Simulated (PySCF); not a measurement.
# SiN₄H₈: electronic structure in real space

Aim: take SiN₄H₈ and analyse its density (charges, bond critical points, surface potential), see where an electron leaves and enters and measure its response to a uniform field.

Method: levels as typed in each script, gas phase, geometry from GFN2-xTB; program: PySCF 2.14.0.

## Step 1: Starting geometry

SMILES `N[Si](N)(N)N`, 13 atoms, charge 0, spin multiplicity 1.

Bond lengths: N1–Si2 1.735 Å, N1–H6 1.007 Å, N1–H7 1.007 Å, Si2–N3 1.735 Å, Si2–N4 1.735 Å, Si2–N5 1.735 Å, N3–H8 1.007 Å, N3–H9 1.007 Å, N4–H10 1.007 Å, N4–H11 1.007 Å, N5–H12 1.007 Å, N5–H13 1.007 Å. Angles: Si2–N1–H6 116.5°, Si2–N1–H7 116.4°, H6–N1–H7 109.0°, N1–Si2–N3 113.0°, N1–Si2–N4 102.7°, N1–Si2–N5 112.9°, N3–Si2–N4 112.9°, N3–Si2–N5 102.7°, N4–Si2–N5 113.0°, Si2–N3–H8 116.5°, Si2–N3–H9 116.4°, H8–N3–H9 109.0°, Si2–N4–H10 116.4°, Si2–N4–H11 116.5°, H10–N4–H11 109.0°, Si2–N5–H12 116.5°, Si2–N5–H13 116.4°, H12–N5–H13 109.0°.

Coordinates:

```
N    -1.0839    0.7598   -1.1218
Si    0.0002    0.0000    0.0001
N     1.0838   -1.1225   -0.7592
N    -1.0839   -0.7598    1.1217
N     1.0838    1.1225    0.7591
H    -1.8701    1.2482   -0.7252
H    -0.6624    1.3383   -1.8304
H     1.8702   -0.7272   -1.2484
H     0.6613   -1.8314   -1.3368
H    -0.6624   -1.3383    1.8303
H    -1.8701   -1.2482    0.7251
H     1.8702    0.7272    1.2483
H     0.6613    1.8313    1.3366
```

## Step 2: Density, bond paths and surface potential (PBE/def2-tzvp)

Contents of input.py:

```python
import numpy as np
from pyscf import gto, scf, dft
from pyscf.scf import atom_ks, atom_hf
from scipy.linalg import block_diag

def solve(mol, dm0=None, hcore=None):
    mf = (dft.UKS if mol.spin else dft.RKS)(mol, xc='pbe')
    mf.grids.level = 3
    mf = mf.density_fit(auxbasis='def2-universal-jkfit')
    mf.conv_tol, mf.max_cycle = 1e-8, 80
    if hcore is not None:
        mf.get_hcore = lambda *args: hcore
    mf.kernel(dm0)
    if not mf.converged:
        mf = mf.newton().run(mf.mo_coeff, mf.mo_occ, max_cycle=30)
    assert mf.converged, 'SCF not converged'
    return mf

mol = gto.M(atom='''
N     -1.08387     0.75980    -1.12176
Si     0.00019     0.00004     0.00013
N      1.08382    -1.12255    -0.75918
N     -1.08387    -0.75983     1.12166
N      1.08382     1.12251     0.75908
H     -1.87009     1.24816    -0.72519
H     -0.66237     1.33831    -1.83037
H      1.87016    -0.72722    -1.24835
H      0.66134    -1.83135    -1.33675
H     -0.66237    -1.33835     1.83027
H     -1.87009    -1.24820     0.72508
H      1.87016     0.72718     1.24825
H      0.66134     1.83132     1.33665
''', basis='def2-tzvp', charge=0, spin=0, verbose=4)
mf = solve(mol)
mf.analyze()
# spherically averaged free atoms, for the promolecule
atm = atom_ks.get_atm_nrks(mol, xc='pbe')
pro = block_diag(*[(atm[a[0]][2] * atm[a[0]][3]) @ atm[a[0]][2].T for a in mol._atom])
np.savez('result.npz', e=mf.e_tot, c=mf.mo_coeff, occ=mf.mo_occ, eps=mf.mo_energy, pro=pro, dip=mf.dip_moment(verbose=0), s2=mf.spin_square()[0])
```

Started as:

```
OMP_NUM_THREADS=1 python input.py
```

## Step 4: Removing and adding an electron (PBE/def2-tzvp)

Changes to input.py since step 2:

```diff
@@ -34,3 +34,12 @@
 mf = solve(mol)
-mf.analyze()
+out = dict(e0=mf.e_tot, dm0=mf.make_rdm1(), c=mf.mo_coeff, occ=mf.mo_occ, eps=mf.mo_energy)
+for name, dq, spin in [('cation', 1, 1)]:
+    ion = mol.copy().set(charge=mol.charge + dq, spin=spin).build()
+    mi = solve(ion)
+    if spin and dq > 0 and mol.nao < 130:
+        c, _, stable, _ = mi.stability(return_status=True)
+        if not stable:
+            mi = solve(ion, mi.make_rdm1(c, mi.mo_occ))
+    print(name, 'vertical energy change / eV', (mi.e_tot - mf.e_tot) * 27.211386)
+    out.update({'e_' + name: mi.e_tot, 'dm_' + name: mi.make_rdm1(), 's2_' + name: mi.spin_square()[0], 'eps_' + name: mi.mo_energy, 'occ_' + name: mi.mo_occ})
 # spherically averaged free atoms, for the promolecule
@@ -38,2 +47,2 @@
 pro = block_diag(*[(atm[a[0]][2] * atm[a[0]][3]) @ atm[a[0]][2].T for a in mol._atom])
-np.savez('result.npz', e=mf.e_tot, c=mf.mo_coeff, occ=mf.mo_occ, eps=mf.mo_energy, pro=pro, dip=mf.dip_moment(verbose=0), s2=mf.spin_square()[0])
+np.savez('result.npz', pro=pro, **out)
```

## Step 6: Response to an electric field (PBE/def2-tzvp)

Contents of input.py:

```python
import numpy as np
from pyscf import gto, scf, dft
from pyscf.scf import atom_ks, atom_hf
from scipy.linalg import block_diag

def solve(mol, dm0=None, hcore=None):
    mf = (dft.UKS if mol.spin else dft.RKS)(mol, xc='pbe')
    mf.grids.level = 3
    mf = mf.density_fit(auxbasis='def2-universal-jkfit')
    mf.conv_tol, mf.max_cycle = 1e-8, 80
    if hcore is not None:
        mf.get_hcore = lambda *args: hcore
    mf.kernel(dm0)
    if not mf.converged:
        mf = mf.newton().run(mf.mo_coeff, mf.mo_occ, max_cycle=30)
    assert mf.converged, 'SCF not converged'
    return mf

mol = gto.M(atom='''
N     -1.08387     0.75980    -1.12176
Si     0.00019     0.00004     0.00013
N      1.08382    -1.12255    -0.75918
N     -1.08387    -0.75983     1.12166
N      1.08382     1.12251     0.75908
H     -1.87009     1.24816    -0.72519
H     -0.66237     1.33831    -1.83037
H      1.87016    -0.72722    -1.24835
H      0.66134    -1.83135    -1.33675
H     -0.66237    -1.33835     1.83027
H     -1.87009    -1.24820     0.72508
H      1.87016     0.72718     1.24825
H      0.66134     1.83132     1.33665
''', basis='def2-tzvp', charge=0, spin=0, verbose=4)
field = np.array([0.004, 0.0, 0.0])  # atomic units
mol.set_common_orig(mol.atom_charges() @ mol.atom_coords() / mol.atom_charges().sum())
mf = solve(mol)
out = dict(dm0=mf.make_rdm1(), d0=mf.dip_moment(unit='AU'), e0=mf.e_tot)
for name, sign in (('p', 1), ('m', -1)):
    h = mf.get_hcore() + sign * np.einsum('x,xij->ij', field, mol.intor('int1e_r'))
    mi = solve(mol, mf.make_rdm1(), h)
    out.update({'dm' + name: mi.make_rdm1(), 'd' + name: mi.dip_moment(unit='AU'), 'e' + name: mi.e_tot})
# spherically averaged free atoms, for the promolecule
atm = atom_ks.get_atm_nrks(mol, xc='pbe')
pro = block_diag(*[(atm[a[0]][2] * atm[a[0]][3]) @ atm[a[0]][2].T for a in mol._atom])
np.savez('result.npz', pro=pro, **out)
```

(Steps that only read results are left out.)

Q: Predict the outcome of this session. Wanted: dipole moment; HOMO, LUMO; vertical ionisation energy; polarisability along the field.

**Answer**, as computed:

```
                                      quantity            value
                 dipole moment (PBE/def2-tzvp)           0.00 D
                    HOMO, LUMO (PBE/def2-tzvp)  -5.32, -0.05 eV
    vertical ionisation energy (PBE/def2-tzvp)          8.18 eV
polarisability along the field (PBE/def2-tzvp)       58.0 bohr³
```

At PBE/def2-tzvp: The highest Hirshfeld charge is on Si2 (+0.42 e), the lowest on N1, N3, N4 and N5 (−0.31 e). The ionisation energy from two SCF runs, 8.18 eV, lies 2.9 eV above −ε(HOMO) = 5.32 eV of the same level, PBE/def2-tzvp, since self-interaction lifts this functional's HOMO. All values hold at the given geometry, in the gas phase.
